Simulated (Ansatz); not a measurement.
# CH₄BrClSi: basis-set convergence

The task here is to estimate one member of a computed series from the others.

Program: Ansatz 0.2.0, Gaussian basis. Level of theory: one geometry, several basis sets. These are calculated values, not measurements.

Plan: PBE0-D4/def2-SVP; ωB97M-V/def2-SVP; PBE0-D4/def2-QZVPP; ωB97M-V/def2-QZVPP; the functionals' def2-TZVPP values are taken from earlier runs.

## The relaxed structure

The geometry comes from an earlier relaxation with PBE0-D4 in a triple-zeta def2 set; it is a stationary point, not always the lowest conformer.

SMILES `C[SiH](Cl)Br`, 8 atoms, charge 0, spin multiplicity 1.

Atoms are counted from 1 here; the program's logs count them from 0.

Bond lengths: C1–Si2 1.848 Å, C1–H5 1.092 Å, C1–H6 1.092 Å, C1–H7 1.093 Å, Si2–Cl3 2.049 Å, Si2–Br4 2.216 Å, Si2–H8 1.478 Å. Angles: Si2–C1–H5 110.1°, Si2–C1–H6 110.4°, Si2–C1–H7 110.0°, H5–C1–H6 108.7°, H5–C1–H7 108.9°, H6–C1–H7 108.7°, C1–Si2–Cl3 109.8°, C1–Si2–Br4 109.8°, C1–Si2–H8 113.5°, Cl3–Si2–Br4 109.0°, Cl3–Si2–H8 107.4°, Br4–Si2–H8 107.2°.

As a file:

```xyz
8

C    -0.2680    0.9864    0.1276
Si    0.3101   -0.7332   -0.2267
Cl    1.6391   -1.3298    1.2146
Br   -1.4193   -2.1195   -0.2338
H    -0.9750    1.3097   -0.6397
H    -0.7628    1.0291    1.0997
H     0.5831    1.6717    0.1364
H     0.9848   -0.8714   -1.5340
```

Set-up of the first run:

The input, in.yaml:

```yaml
crystal:
  periodic: [false, false, false]
  atoms:
    - {symbol: C, position_ang: [-0.267997, 0.986400, 0.127643]}
    - {symbol: Si, position_ang: [0.310109, -0.733185, -0.226724]}
    - {symbol: Cl, position_ang: [1.639129, -1.329819, 1.214605]}
    - {symbol: Br, position_ang: [-1.419281, -2.119499, -0.233769]}
    - {symbol: H, position_ang: [-0.974997, 1.309721, -0.639722]}
    - {symbol: H, position_ang: [-0.762764, 1.029072, 1.099653]}
    - {symbol: H, position_ang: [0.583095, 1.671679, 0.136400]}
    - {symbol: H, position_ang: [0.984805, -0.871372, -1.533984]}
basis:
  gaussian: {orbitals: def2-SVP}
hamiltonian: {xc: pbe0, dispersion: d4}
output: {orbitals: {seedname: orbitals}}
```

On the command line:

```console
> ansatz run in.yaml --threads 4 --pin off --events-out ev --progress --plain --max-ram 10444MiB
```

Steps of the session up to this table: PBE0-D4 in def2-SVP; ωB97M-V in def2-SVP; PBE0-D4 in def2-QZVPP; ωB97M-V in def2-QZVPP.

One table of the session follows, with a row left open; its other results are not shown here.

It belongs to the step «Functionals by basis». 

| functional | basis | HOMO (eV) | LUMO (eV) |
| --- | --- | --- | --- |
| PBE0-D4 | def2-SVP | -8.39 | 0.43 |
| PBE0-D4 | def2-TZVPP | -8.49 | 0.11 |
| PBE0-D4 | def2-QZVPP | ? | ? |
| ωB97M-V | def2-SVP | -10.57 | 2.49 |
| ωB97M-V | def2-TZVPP | -10.70 | 2.04 |
| ωB97M-V | def2-QZVPP | -10.73 | 1.67 |

**Question.** Estimate the row for PBE0-D4, def2-QZVPP.

The run gave: HOMO (eV): -8.51; LUMO (eV): -0.02. In the column «HOMO (eV)» it lies between ωB97M-V, def2-SVP (-10.57) and PBE0-D4, def2-TZVPP (-8.49).
